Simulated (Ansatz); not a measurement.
**C₂H₆Ga+: basis-set convergence**

The task here is to estimate one member of a computed series from the others.

Program: Ansatz 0.2.0, Gaussian basis. Level of theory: one geometry, several basis sets. These are calculated values, not measurements.

Plan: PBE0-D4/def2-SVP; ωB97M-V/def2-SVP; PBE0-D4/def2-QZVPP; ωB97M-V/def2-QZVPP; the functionals' def2-TZVPP values are taken from earlier runs.

### Structure used throughout

An earlier PBE0-D4 in a triple-zeta def2 set relaxation fixed the geometry.

SMILES `[CH3][Ga+][CH3]`, 9 atoms, charge 1, spin multiplicity 1.

Atoms are counted from 1 here; the program's logs count them from 0.

Bond lengths: C1–Ga2 1.906 Å, C1–H4 1.092 Å, C1–H5 1.092 Å, C1–H6 1.092 Å, Ga2–C3 1.906 Å, C3–H7 1.092 Å, C3–H8 1.092 Å, C3–H9 1.092 Å. Angles: Ga2–C1–H4 109.4°, Ga2–C1–H5 109.4°, Ga2–C1–H6 109.4°, H4–C1–H5 109.5°, H4–C1–H6 109.5°, H5–C1–H6 109.5°, C1–Ga2–C3 180.0°, Ga2–C3–H7 109.4°, Ga2–C3–H8 109.4°, Ga2–C3–H9 109.4°, H7–C3–H8 109.5°, H7–C3–H9 109.5°, H8–C3–H9 109.5°.

The first run:

The input, in.yaml:

```yaml
crystal:
  periodic: [false, false, false]
  atoms:
    - {symbol: C, position_ang: [-0.928191, 1.293127, -1.048804]}
    - {symbol: Ga, position_ang: [-0.000005, 0.000000, 0.000005]}
    - {symbol: C, position_ang: [0.928188, -1.293124, 1.048809]}
    - {symbol: H, position_ang: [-1.812931, 0.832261, -1.494118]}
    - {symbol: H, position_ang: [-0.269854, 1.659306, -1.839978]}
    - {symbol: H, position_ang: [-1.232286, 2.126897, -0.411765]}
    - {symbol: H, position_ang: [0.418970, -2.256563, 0.971676]}
    - {symbol: H, position_ang: [1.952425, -1.391055, 0.681650]}
    - {symbol: H, position_ang: [0.943684, -0.970848, 2.092536]}
basis:
  gaussian: {orbitals: def2-SVP}
total_charge: 1
hamiltonian: {xc: pbe0, dispersion: d4}
output: {orbitals: {seedname: orbitals}}
```

Launch:

```bash
$ ansatz run in.yaml --threads 2 --pin off --events-out ev --progress --plain --max-ram 32768MiB --backend cpu
```

Steps of the session up to this table: PBE0-D4 in def2-SVP; ωB97M-V in def2-SVP; PBE0-D4 in def2-QZVPP; ωB97M-V in def2-QZVPP.

One of the session's tables, all rows but one given; the rest of the session is left out.

It belongs to the step «Functionals by basis». 

| functional | basis | HOMO (eV) | LUMO (eV) |
| --- | --- | --- | --- |
| PBE0-D4 | def2-SVP | -14.33 | -6.63 |
| PBE0-D4 | def2-TZVPP | -14.27 | -6.59 |
| PBE0-D4 | def2-QZVPP | -14.27 | -6.60 |
| ωB97M-V | def2-SVP | ? | ? |
| ωB97M-V | def2-TZVPP | -16.41 | -4.83 |
| ωB97M-V | def2-QZVPP | -16.41 | -4.86 |

Q: Estimate the row for ωB97M-V, def2-SVP from the others.

The run gave: HOMO (eV): -16.46; LUMO (eV): -4.86. In the column «HOMO (eV)» it is the lowest.
